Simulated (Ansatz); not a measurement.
# InSbO2: the cost of one run

Program: Ansatz 0.2.0. Level of theory: DFT PBE, scalar-relativistic, plane waves, PAW. These are calculated values, not measurements.

1 further run of the same task is left out (it didn't finish).

## 1. Starting point

Symmetry: P4/mmm, No. 123, tetragonal system. The conventional cell has a = 4.774 Å, b = 4.774 Å, c = 4.774 Å, α = 90.00°, β = 90.00°, γ = 90.00°. In (site symmetry 4/mmm) is surrounded by 2 Sb at 2.39 Å and 4 O at 2.39 Å. Around Sb (site symmetry 4/mmm) lie 2 In at 2.39 Å. O (site symmetry mmm) has 2 In at 2.39 Å as nearest neighbours.

Coordinates:

```cif
data_structure
_symmetry_space_group_name_H-M 'P4/mmm'
_symmetry_Int_Tables_number 123
_cell_length_a 4.7745
_cell_length_b 4.7745
_cell_length_c 4.7745
_cell_angle_alpha 90.000
_cell_angle_beta 90.000
_cell_angle_gamma 90.000
_cell_volume 108.84
loop_
_atom_site_label
_atom_site_type_symbol
_atom_site_symmetry_multiplicity
_atom_site_Wyckoff_symbol
_atom_site_fract_x
_atom_site_fract_y
_atom_site_fract_z
_atom_site_occupancy
In1 In 1 a 0.00000 0.00000 0.00000 1
Sb1 Sb 1 b 0.00000 0.00000 0.50000 1
O1 O 2 f 0.50000 0.00000 0.00000 1
```

A structure generator made this guess: ordered mixture on the anion sites of rhenium trioxide (P4/mmm, No. 123). The dimensions are guesses.

## 2. A first look at the guess

Input file input.yaml:

```yaml
crystal:
  lattice:
    - [4.77449214, 0.0, 0.0]
    - [0.0, 4.77449214, 0.0]
    - [0.0, 0.0, 4.77449214]
  atoms:
    - { symbol: In, position: [0.0, 0.0, 0.0] }
    - { symbol: Sb, position: [0.0, 0.0, 0.5] }
    - { symbol: O, position: [0.5, 0.0, 0.0] }
    - { symbol: O, position: [0.0, 0.5, 0.0] }
basis:
  ecutwfc: 420
kpoints:
  mp_grid: { grid: [4, 4, 4] }
hamiltonian:
  xc: pbe
scf:
  occupations: { method: gaussian, width: 0.1 }
  lower_state_search: "off"
output:
  forces: true
  stress: true
  eigenvalues: true
```

On the command line:

```bash
$ ansatz run input.yaml --threads 1 --pin off --max-ram 2048MiB --backend cpu --events-out ev --progress --plain --runs-dir out
```

**Question.** How long does this run take on 1 thread of Arm Neoverse V2, shared host, and how much memory does it need?

About 2.5 s, with a peak of 0.36 GiB.
